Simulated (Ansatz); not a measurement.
**SnH+ (singlet): from Hartree-Fock to the top rungs at distance Sn1–H2 = 2.463 Å, def2-TZVPP**

How much of the correlation energy of SnH+ (singlet) does each wave-function method recover here?

Program: Ansatz 0.2.0, Gaussian basis. Level of theory: def2-TZVPP, core rule «outside noble gas», up to 9 orbitals frozen. These are calculated values, not measurements.

To be run: UHF; CCSD(T) on RHF; CCSD(T) on UHF; BCCD(T) on RHF; CISD; CCSDT(Q) on RHF; CCSDT(Q) on UHF; CASSCF and MRCISD+Q, 2 electrons in 2 orbitals; CASSCF and NEVPT2, 2 electrons in 2 orbitals; CASSCF and MRCISD+Q, 4 electrons in 5 orbitals; CASSCF and NEVPT4(SD), 4 electrons in 5 orbitals; CASSCF and NEVPT2, 4 electrons in 5 orbitals; Full CI.

17 further runs of the same task are left out: 15 that didn't finish, 2 set aside as unsound or not needed.

### 1 The geometry

The geometry derives from a PBE0/def2-TZVP stationary point (not a proven minimum). One bond is set to the value named and the two fragments are kept rigid. No spin-orbit coupling is included. Elements past krypton take def2 core potentials.

2 atoms, charge 1, spin multiplicity 1.

Atoms are counted from 1 here; the program's logs count them from 0.

No contacts short enough for the rule that draws bonds.

### 2 UHF

in.yaml

```yaml
crystal:
  periodic: [false, false, false]
  atoms:
    - {symbol: Sn, position_ang: [0.000000, 0.000000, 0.000000]}
    - {symbol: H, position_ang: [0.000000, 0.000000, 2.463000]}
basis:
  gaussian: {orbitals: def2-TZVPP}
total_charge: 1
magnetization: {spin_polarized: true, initial_magnetization: 0}
hamiltonian: {xc: hf}
output: {orbitals: {seedname: orbitals}}
```

Command:

```
$ ansatz run in.yaml --threads 1 --pin off --events-out ev --progress --plain --max-ram 2393MiB
```

Further steps of the session: CCSD(T) on RHF; CCSD(T) on UHF; BCCD(T) on RHF; CISD; CCSDT(Q) on RHF; CCSDT(Q) on UHF; CASSCF and MRCISD+Q, 2 electrons in 2 orbitals; CASSCF and NEVPT2, 2 electrons in 2 orbitals; CASSCF and MRCISD+Q, 4 electrons in 5 orbitals; CASSCF and NEVPT4(SD), 4 electrons in 5 orbitals; CASSCF and NEVPT2, 4 electrons in 5 orbitals; Full CI.

Before running them: what should the planned runs give, taken together? Wanted: FCI below the RHF energy; RMP2 from FCI; UMP2 from FCI; RCCSD from FCI; RCCSD(T) from FCI; UCCSD(T) from FCI; RCCSDT(Q) from FCI; UCCSDT(Q) from FCI; NEVPT2 pair from FCI.

The runs gave:

```
                         quantity                                                                                                value
         FCI below the RHF energy                                                                                           -2.4916 eV
                    RMP2 from FCI                                                                                      +17.55 kcal/mol
                    UMP2 from FCI                                                                                      +23.24 kcal/mol
                   RCCSD from FCI                                                                                       +1.76 kcal/mol
                RCCSD(T) from FCI                                                                                       +0.37 kcal/mol
                UCCSD(T) from FCI                                                                                       +0.81 kcal/mol
               RCCSDT(Q) from FCI                                                                                       +0.01 kcal/mol
               UCCSDT(Q) from FCI                                                                                       +0.12 kcal/mol
             NEVPT2 pair from FCI                                                                                       +9.02 kcal/mol
          NEVPT2 valence from FCI                                                                                       +5.44 kcal/mol
      NEVPT4(SD) valence from FCI                                                                                       +1.05 kcal/mol
levels within 1 kcal/mol (43 meV)  RCCSD(T), UCCSD(T), BCCD(T), RCCSDT, UCCSDT, RCCSDT(Q), UCCSDT(Q), MRCISD valence, MRCISD+Q valence
                    T1 diagnostic                                                                                                0.026
   effectively unpaired electrons                                                                                                 0.21
```

What this shows: RCCSD(T) misses by +0.37 kcal/mol, 0.7 % of the correlation energy. The occupations show some static correlation. Of the multireference levels listed MRCISD+Q valence comes nearest in total energy (+0.21 kcal/mol), which doesn't show that its space is the better one. These misses are within one basis, not against nature.
